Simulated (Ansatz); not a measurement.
# KH7C3O3: the cost of one run

All numbers below are computed with Ansatz 0.2.0 (DFT PBE, plane waves, PAW, scalar-relativistic, no spin polarisation).

## Step 1: The structure to begin with

The cell holds 28 atoms (C6H14K2O6): a = 5.239 Å, b = 5.239 Å, c = 9.067 Å, α = 92.47°, β = 92.47°, γ = 87.77°.

As a file:

```cif
data_structure
_symmetry_space_group_name_H-M 'P 1'
_symmetry_Int_Tables_number 1
_cell_length_a 5.2387
_cell_length_b 5.2387
_cell_length_c 9.0675
_cell_angle_alpha 92.466
_cell_angle_beta 92.466
_cell_angle_gamma 87.771
_cell_volume 248.22
loop_
_atom_site_label
_atom_site_type_symbol
_atom_site_fract_x
_atom_site_fract_y
_atom_site_fract_z
_atom_site_occupancy
K1 K 0.70681 0.70681 0.94074 1
K2 K 0.29319 0.29319 0.05926 1
H1 H 0.82900 0.22100 0.18200 1
H2 H 0.77900 0.17100 0.81800 1
H3 H 0.17100 0.77900 0.81800 1
H4 H 0.22100 0.82900 0.18200 1
H5 H 0.04180 0.47900 0.33180 1
H6 H 0.52100 0.95820 0.66820 1
H7 H 0.95820 0.52100 0.66820 1
H8 H 0.47900 0.04180 0.33180 1
H9 H 0.76290 0.42870 0.38710 1
H10 H 0.57130 0.23710 0.61290 1
H11 H 0.23710 0.57130 0.61290 1
H12 H 0.42870 0.76290 0.38710 1
H13 H 0.86650 0.86650 0.40460 1
H14 H 0.13350 0.13350 0.59540 1
C1 C 0.85660 0.50580 0.30860 1
C2 C 0.49420 0.14340 0.69140 1
C3 C 0.14340 0.49420 0.69140 1
C4 C 0.50580 0.85660 0.30860 1
C5 C 0.79190 0.79190 0.30970 1
C6 C 0.20810 0.20810 0.69030 1
O1 O 0.79385 0.37865 0.17095 1
O2 O 0.62135 0.20615 0.82905 1
O3 O 0.20615 0.62135 0.82905 1
O4 O 0.37865 0.79385 0.17095 1
O5 O 0.90990 0.90990 0.19480 1
O6 O 0.09010 0.09010 0.80520 1
```

## Step 2: Run 1

170 steps of 0.5 fs under a Langevin thermostat at 900 K.

The input, input.yaml:

```yaml
crystal:
  lattice:
    - [3.7757, -3.6316, 0.0]
    - [3.7757, 3.6316, 0.0]
    - [-0.541236, 0.0, 9.051332]
  atoms:
    - { symbol: K, position: [0.70681, 0.70681, 0.94074] }
    - { symbol: K, position: [0.29319, 0.29319, 0.05926] }
    - { symbol: H, position: [0.829, 0.221, 0.182] }
    - { symbol: H, position: [0.779, 0.171, 0.818] }
    - { symbol: H, position: [0.171, 0.779, 0.818] }
    - { symbol: H, position: [0.221, 0.829, 0.182] }
    - { symbol: H, position: [0.0418, 0.479, 0.3318] }
    - { symbol: H, position: [0.521, 0.9582, 0.6682] }
    - { symbol: H, position: [0.9582, 0.521, 0.6682] }
    - { symbol: H, position: [0.479, 0.0418, 0.3318] }
    - { symbol: H, position: [0.7629, 0.4287, 0.3871] }
    - { symbol: H, position: [0.5713, 0.2371, 0.6129] }
    - { symbol: H, position: [0.2371, 0.5713, 0.6129] }
    - { symbol: H, position: [0.4287, 0.7629, 0.3871] }
    - { symbol: H, position: [0.8665, 0.8665, 0.4046] }
    - { symbol: H, position: [0.1335, 0.1335, 0.5954] }
    - { symbol: C, position: [0.8566, 0.5058, 0.3086] }
    - { symbol: C, position: [0.4942, 0.1434, 0.6914] }
    - { symbol: C, position: [0.1434, 0.4942, 0.6914] }
    - { symbol: C, position: [0.5058, 0.8566, 0.3086] }
    - { symbol: C, position: [0.7919, 0.7919, 0.3097] }
    - { symbol: C, position: [0.2081, 0.2081, 0.6903] }
    - { symbol: O, position: [0.79385, 0.37865, 0.17095] }
    - { symbol: O, position: [0.62135, 0.20615, 0.82905] }
    - { symbol: O, position: [0.20615, 0.62135, 0.82905] }
    - { symbol: O, position: [0.37865, 0.79385, 0.17095] }
    - { symbol: O, position: [0.9099, 0.9099, 0.1948] }
    - { symbol: O, position: [0.0901, 0.0901, 0.8052] }
basis:
  ecutwfc: 420.0
kpoints:
  mp_grid: { grid: [2, 2, 1] }
hamiltonian:
  xc: pbe
scf:
  occupations: { method: fermi_dirac, width: 0.05 }
  lower_state_search: "off"
md:
  timestep: 0.5
  n_steps: 170
  ensemble: nvt_langevin
  temperature: 900.0
  initial_velocities: maxwell_boltzmann
  seed: 374438
  friction: 0.01
```

Command:

```bash
$ ansatz run input.yaml --threads 1 --pin off --max-ram 3072MiB --backend cpu --events-out ev --progress --plain --runs-dir out
```

**Question.** How long does this run take on 1 thread of an Arm CPU, shared host, and how much memory does it need?

About 7 min, with a peak of 0.49 GiB.
